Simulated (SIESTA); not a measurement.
Runs of SIESTA 5.4.2 on Cu. The cell holds a slab with vacuum, 6 atoms: a = 2.556 Å, b = 2.556 Å, c = 25.436 Å, α = 90.00°, β = 90.00°, γ = 120.00°. The slab is cut from a database's or a generator's crystal, which needn't be the stable form of the element.

```tsv
potentials or basis	gap on the mesh (eV)	largest force (eV/Å)	work function (eV)
PseudoDojo 0.5 standard (PBE files), DZP (energy shift 0.003 Ry; two zetas on semicore shells)	none	0.06	4.74
Ansatz (PBE files), DZP (energy shift 0.003 Ry; two zetas on semicore shells)	none	0.05	4.72
PseudoDojo 0.4 standard (PBE files), DZP (energy shift 0.003 Ry; two zetas on semicore shells)	none	0.06	4.74
PseudoDojo 0.4 stringent (PBE files), DZP (energy shift 0.003 Ry; two zetas on semicore shells)	none	0.03	(a)
SPMS 1.0 (PBE files) or PseudoDojo by element, DZP (energy shift 0.003 Ry; two zetas on semicore shells)	none	0.05	4.53
SG15 1.2 (PBE files) or PseudoDojo by element, DZP (energy shift 0.003 Ry; two zetas on semicore shells)	none	0.12	(b)
```

Alike in all rows: task single point; level PBE; no spin polarisation; cell as given; k mesh 12 × 12 × 1; smearing fermi-dirac 0.05 eV; grid cutoff 800 Ry; energy shift 0.003 Ry.

Problem. Estimate the missing entries.

Solution. (a) 4.77; (b) 4.40.

Caveats: the basis of atomic orbitals isn't converged, which shifts pressures, moduli and gaps; the valence orbitals were made in a potential fitted to the semicore shell under them, which widens gaps by tenths of an eV or more (some runs).

A gap of «none» marks a metal or a gap under the smearing width.
